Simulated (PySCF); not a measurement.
**[GeH5]− (SMILES [H][Ge-]([H])([H])([H])[H]) at PBE0/STO-6G**

What is the vertical ionisation energy of [GeH5]− at PBE0/STO-6G? 

The results are computed with PySCF 2.14.0.

5 further runs of the same task are left out: 5 set aside as unsound or not needed.

## 1. The molecule

[GeH5]−: 6 atoms, total charge -1, spin state singlet. SMILES: `[H][Ge-]([H])([H])([H])[H]`. Geometry: a GFN2-xTB relaxation, a rough one for these elements and not checked as a minimum.

Bond lengths: Ge1–H2 1.762 Å, Ge1–H3 1.782 Å, Ge1–H4 1.515 Å, Ge1–H5 1.514 Å, Ge1–H6 1.514 Å. Angles: H2–Ge1–H3 179.8°, H2–Ge1–H4 90.4°, H2–Ge1–H5 90.0°, H2–Ge1–H6 90.3°, H3–Ge1–H4 89.6°, H3–Ge1–H5 89.8°, H3–Ge1–H6 89.8°, H4–Ge1–H5 120.0°, H4–Ge1–H6 120.0°, H5–Ge1–H6 120.0°.

## 2. A single-point energy at PBE0/STO-6G

input.py

```python
# [GeH5]-
from pyscf import gto, dft

mol = gto.Mole()
mol.atom = '''
Ge       0.000170      -0.001050       0.006590
H       -0.023480      -0.005740       1.768690
H        0.022000       0.009450      -1.774870
H        1.514900       0.010990       0.015670
H       -0.767040       1.304120       0.000050
H       -0.746540      -1.317780      -0.016130
'''
mol.max_memory = 1860
mol.basis = 'sto-6g'
mol.charge = -1
mol.verbose = 4
mol.build()

mf = dft.RKS(mol)
mf.xc = 'pbe0'
mf.conv_tol = 1e-10
mf.grids.level = 5
mf.kernel()
if not mf.converged:
    mf = mf.newton().run(mf.mo_coeff, mf.mo_occ)

energy = mf.e_tot
print('E = %.10f Eh' % energy)
```

On the command line:

```console
OMP_NUM_THREADS=1 python input.py
```

Log:

```text
PySCF version 2.14.0

[... 69 lines left out ...]
converged SCF energy = -2068.17284744767
E = -2068.1728474477 Eh
```

Run time: 3.9 s. Hardware: 1 thread of Arm Neoverse V1, shared host; peak memory 0.21 GiB.

## 3. Doublet neutral GeH5 at the same level

input.xyz

```xyz
6

Ge     0.000170    -0.001050     0.006590
H     -0.023480    -0.005740     1.768690
H      0.022000     0.009450    -1.774870
H      1.514900     0.010990     0.015670
H     -0.767040     1.304120     0.000050
H     -0.746540    -1.317780    -0.016130
```

job.py

```python
from pyscf import gto, dft

system = gto.M(
    atom='input.xyz',
    charge=0,
    max_memory=1860,
    verbose=3,
    basis='sto-6g',
    spin=1,
)

mf = dft.UKS(system)
mf.xc = 'pbe0'
mf.conv_tol = 1e-10
mf.grids.level = 5
mf.kernel()
if not mf.converged:
    mf = mf.newton().run(mf.mo_coeff, mf.mo_occ)

etot = mf.e_tot
print('E(%s) = %.9f' % ('PBE0', etot))
```

On the command line:

```console
OMP_NUM_THREADS=1 python job.py
```

Log:

```text
WARN: HOMO -0.323122871235346 >= LUMO -0.323122871235347

converged SCF energy = -2068.28013717355  <S^2> = 0.76941015  2S+1 = 2.0193169
E(PBE0) = -2068.280137174
```

Wall time 6.3 s (1 thread of Arm Neoverse V1, shared host); peak memory 0.22 GiB.

## 4. Summary of results

At PBE0/STO-6G:

```
                                                              quantity           value
                                         singlet [GeH5]−: total energy  -2068.17285 Eh
                                          singlet [GeH5]−: HOMO energy         6.11 eV
                                          singlet [GeH5]−: LUMO energy        16.59 eV
singlet [GeH5]−: HOMO–LUMO gap (to an unbound level, set by the basis)        10.48 eV
                                    doublet neutral GeH5: total energy  -2068.28014 Eh
                                   doublet neutral GeH5: dipole moment          0.01 D
              doublet neutral GeH5: HOMO energy (highest over α and β)        -4.13 eV
               doublet neutral GeH5: LUMO energy (lowest over α and β)        -0.08 eV
                                            doublet neutral GeH5: ⟨S²⟩           0.769
                   vertical detachment energy (to the doublet neutral)       -2.920 eV
```

In words: The species is unbound against losing an electron at this level, by 2.92 eV (−67 kcal/mol); missing correlation or diffuse functions can give that sign where the real anion is bound. In a minimal basis such a difference can be off by several eV, whatever the method. The HOMO (singlet [GeH5]−) lies at positive energy, 6.11 eV; only total energies tell whether the electron is bound. Mulliken charges (doublet neutral GeH5) run from -0.07 on H2 to +0.33 on Ge1.
